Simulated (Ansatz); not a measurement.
# GeO₂ (triplet): wave-function methods side by side at a displaced geometry (v2), cc-pVDZ

Aim: climb from Hartree-Fock through coupled cluster for GeO₂ (triplet) at one geometry and basis, and see what each rung misses.

Method: cc-pVDZ, core rule «outside noble gas», up to 16 orbitals frozen; program: Ansatz 0.2.0, Gaussian basis.

To be run: UHF; CCSD(T) on ROHF; CCSD(T) on UHF; BCCD(T) on ROHF; CISD; CCSDT(Q) on ROHF; CCSDT(Q) on UHF.

37 further runs of the same task are left out: 15 for a known fault of the program, 6 that didn't finish, 16 set aside as unsound or not needed.

## Step 1: The geometry

The geometry is a PBE0/def2-TZVP stationary point (not a proven minimum) with its atoms shifted at random (size 0.100 Å). No spin-orbit coupling is included. The filled d shell of Ge may be among the frozen orbitals whatever the setting's name suggests; the logs give the count.

3 atoms, charge 0, spin multiplicity 3.

Atoms are counted from 1 here; the program's logs count them from 0.

Bond lengths: Ge1–O2 1.861 Å, O2–O3 1.357 Å. Angles: Ge1–O2–O3 110.5°.

## Step 2: UHF

The input, in.yaml:

```yaml
crystal:
  periodic: [false, false, false]
  atoms:
    - {symbol: Ge, position_ang: [0.038704, -0.043289, 0.668042]}
    - {symbol: O, position_ang: [-0.126171, 0.605741, -1.068000]}
    - {symbol: O, position_ang: [-0.049550, -0.409200, -1.965024]}
basis:
  gaussian: {orbitals: cc-pVDZ}
magnetization: {spin_polarized: true, initial_magnetization: 2}
hamiltonian: {xc: hf}
output: {orbitals: {seedname: orbitals}}
```

Started as:

```
> ansatz run in.yaml --threads 1 --pin off --events-out ev --progress --plain --max-ram 2393MiB
```

Further steps of the session: CCSD(T) on ROHF; CCSD(T) on UHF; BCCD(T) on ROHF; CISD; CCSDT(Q) on ROHF; CCSDT(Q) on UHF.

Before running them: what should the planned runs give, taken together? Wanted: UCCSDT(Q) below the RHF energy; RMP2 from UCCSDT(Q); UMP2 from UCCSDT(Q); RCCSD from UCCSDT(Q); RCCSD(T) from UCCSDT(Q); UCCSD(T) from UCCSDT(Q); RCCSDT(Q) from UCCSDT(Q); T1 diagnostic.

The runs gave:

| quantity | value |
| --- | --- |
| UCCSDT(Q) below the RHF energy | -12.0706 eV |
| RMP2 from UCCSDT(Q) | +1151.0 meV |
| UMP2 from UCCSDT(Q) | +1183.3 meV |
| RCCSD from UCCSDT(Q) | +443.2 meV |
| RCCSD(T) from UCCSDT(Q) | +88.1 meV |
| UCCSD(T) from UCCSDT(Q) | +85.1 meV |
| RCCSDT(Q) from UCCSDT(Q) | +10.1 meV |
| levels within 1 kcal/mol (43 meV) | RCCSDT(Q) |
| T1 diagnostic | 0.038 |

In words: RCCSD(T) lands +88.1 meV from the yardstick (0.7 % of the correlation energy). These misses are within one basis, not against nature; the frozen cores of restricted and unrestricted runs differ, which can shift their rows.
